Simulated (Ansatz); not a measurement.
# PbF2: a single-point run

The task is a single-point run on PbF2. The structure is shown as the input types it.

The COD entry's cell or inner coordinates are ideal or old and differ from later refinements, so a difference from it is no clean test against experiment.

Method: density functional or hybrid calculation with the settings of its input, plane waves, in Ansatz 0.2.0.

2 further runs of the same task are left out: 2 that didn't finish.

## 1. The system as given

Symmetry: Fm-3m, No. 225, cubic system. Conventional cell: a = 5.892 Å, b = 5.892 Å, c = 5.892 Å, α = 90.00°, β = 90.00°, γ = 90.00°. Pb (site symmetry m-3m) has 8 F at 2.55 Å as nearest neighbours. Around F (site symmetry -43m) lie 4 Pb at 2.55 Å.

As a file:

```cif
data_structure
_symmetry_space_group_name_H-M 'P 1'
_symmetry_Int_Tables_number 1
_cell_length_a 4.1660
_cell_length_b 4.1660
_cell_length_c 4.1660
_cell_angle_alpha 60.000
_cell_angle_beta 60.000
_cell_angle_gamma 60.000
_cell_volume 51.13
loop_
_atom_site_label
_atom_site_type_symbol
_atom_site_fract_x
_atom_site_fract_y
_atom_site_fract_z
_atom_site_occupancy
Pb1 Pb 0.00000 0.00000 0.00000 1
F1 F 0.25000 0.25000 0.25000 1
F2 F 0.75000 0.75000 0.75000 1
```

## 2. The calculation

input.yaml reads:

```yaml
crystal:
  lattice:
    - [0.0, 2.9458082836, 2.9458082836]
    - [2.9458082836, 0.0, 2.9458082836]
    - [2.9458082836, 2.9458082836, 0.0]
  atoms:
    - { symbol: Pb, position: [0.0, 0.0, 0.0] }
    - { symbol: F, position: [0.25, 0.25, 0.25] }
    - { symbol: F, position: [0.75, 0.75, 0.75] }
kpoints:
  mp_grid: { grid: [6, 6, 6] }
hamiltonian:
  xc: r2scan
scf:
  occupations: { method: gaussian, width: 1.5 }
  n_extra_bands: 4
output:
  forces: true
  stress: true
  eigenvalues: true
```

Launch:

```sh
> ansatz run input.yaml --threads 4 --pin off --max-ram 3686MiB --backend cpu --events-out ev --progress --plain --runs-dir out
```

**Question.** How will this run end, and is anything wrong with its input?

The program finished normally. That alone doesn't make the input a sound one.

The suspect setting: scf.occupations.width is 1.5. A smearing this wide moves electrons out of filled levels into empty ones.

To check: set scf.occupations.width to 0.001.
